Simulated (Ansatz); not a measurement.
# ClFH4OW: a dynamics run in two tries

The task is a short trajectory.

All numbers below are computed with Ansatz 0.2.0 (RHF/def2-mTZVP).

### 1 The structure to begin with

Bond lengths: W1–Cl2 2.320 Å, W1–H3 1.691 Å, W1–H4 1.706 Å, W1–H5 1.672 Å, W1–F6 1.919 Å, W1–O7 1.824 Å, O7–H8 0.946 Å. Angles (14 of 16 angles, heavy atoms first): Cl2–W1–F6 88.4°, Cl2–W1–O7 156.6°, F6–W1–O7 95.1°, Cl2–W1–H3 80.2°, Cl2–W1–H4 87.9°, Cl2–W1–H5 103.6°, H3–W1–F6 145.9°, H3–W1–O7 84.1°, H4–W1–F6 157.3°, H4–W1–O7 97.2°, H5–W1–F6 94.3°, H5–W1–O7 99.1°, W1–O7–H8 134.9°, H3–W1–H4 54.9°.

Coordinates:

```xyz
8

W    -0.0269   -0.1589   -0.0382
Cl    0.5629   -0.3750    2.1955
H     1.2470    0.9513    0.0328
H    -0.1990    1.5163    0.2354
H    -1.6049    0.3920    0.0218
F    -0.5201   -2.0133   -0.0308
O     0.2430   -0.0687   -1.8398
H     0.8258    0.4187   -2.4039
```

### 2 The run

File input.yaml:

```yaml
crystal:
  periodic: [false, false, false]
  atoms:
    - { symbol: W, position_ang: [-0.026889, -0.158926, -0.038193] }
    - { symbol: Cl, position_ang: [0.56289, -0.375011, 2.19551] }
    - { symbol: H, position_ang: [1.246955, 0.951348, 0.032751] }
    - { symbol: H, position_ang: [-0.199003, 1.516307, 0.235449] }
    - { symbol: H, position_ang: [-1.60486, 0.392019, 0.02181] }
    - { symbol: F, position_ang: [-0.520074, -2.013307, -0.030793] }
    - { symbol: O, position_ang: [0.242964, -0.0687, -1.839782] }
    - { symbol: H, position_ang: [0.825817, 0.418669, -2.403853] }
magnetization:
  spin_polarized: true
  initial_magnetization: 1
basis:
  gaussian: { orbitals: def2-mTZVP }
hamiltonian:
  xc: hf
md:
  timestep: 0.5
  n_steps: 25
  ensemble: nve
  temperature: 1500.0
  initial_velocities: maxwell_boltzmann
  seed: 464321
```

Run with:

```console
$ ansatz run input.yaml --threads 2 --pin off --max-ram 3072MiB --backend cpu --events-out ev --progress --plain --runs-dir out
```

The log of the run:

```text
Error: a molecule whose nuclei and cores have a total charge of 52 cannot have a net charge of 0 together with 1 unpaired electrons
```

Wall time 0.03 s (2 threads of Arm Neoverse V1, shared host); peak memory 0.038 GiB.

### 3 Reading the log

Nothing was computed: the input was turned down at the start. The line that matters: «a molecule whose nuclei and cores have a total charge of 52 cannot have a net charge of 0 together with 1 unpaired electrons»

The number of unpaired electrons doesn't fit the number of electrons: even goes with even, odd with odd.

The cure: restore the multiplicity.

### 4 The mended input

input.yaml: that of step 2 with these lines changed.

```diff
@@ -11,5 +11,2 @@
     - { symbol: H, position_ang: [0.825817, 0.418669, -2.403853] }
-magnetization:
-  spin_polarized: true
-  initial_magnetization: 1
 basis:
@@ -20,3 +17,3 @@
   timestep: 0.5
-  n_steps: 25
+  n_steps: 100
   ensemble: nve
```

Run with:

```console
$ ansatz run input.yaml --threads 2 --pin off --max-ram 3072MiB --backend cpu --events-out ev --progress --plain --runs-dir out
```

Besides the cure, the cap on steps is lifted. From its log:

```text
md step     0: t =     0.00 fs  T =  1500.0 K  F+E_penalty+E_count = -19118.41487356 eV  E_kin = 1.163340 eV  conserved = -19117.25153357 eV  (45 SCF iters)
md step     1: t =     0.50 fs  T =  1437.8 K  F+E_penalty+E_count = -19118.36637846 eV  E_kin = 1.115064 eV  conserved = -19117.25131491 eV  (47 SCF iters)
md step     2: t =     1.00 fs  T =  1275.0 K  F+E_penalty+E_count = -19118.23635877 eV  E_kin = 0.988800 eV  conserved = -19117.24755842 eV  (47 SCF iters)
[...]
md step    98: t =    49.00 fs  T =  1156.7 K  F+E_penalty+E_count = -19118.14790691 eV  E_kin = 0.897128 eV  conserved = -19117.25077842 eV  (48 SCF iters)
md step    99: t =    49.50 fs  T =  1007.5 K  F+E_penalty+E_count = -19118.02830158 eV  E_kin = 0.781363 eV  conserved = -19117.24693905 eV  (48 SCF iters)
md step   100: t =    50.00 fs  T =   845.7 K  F+E_penalty+E_count = -19117.89822077 eV  E_kin = 0.655853 eV  conserved = -19117.24236826 eV  (46 SCF iters)
```

Wall time 3 min (2 threads of Arm Neoverse V1, shared host); peak memory 0.24 GiB.

The second input runs as intended: 100 steps, ending at 846 K.

### 5 Results

| quantity | value |
| --- | --- |
| first try | refused |
| cause | the number of unpaired electrons doesn't fit the number of electrons: even goes with even, odd with odd |

In words: The fault in the first input was caught at the input check and cost nothing.
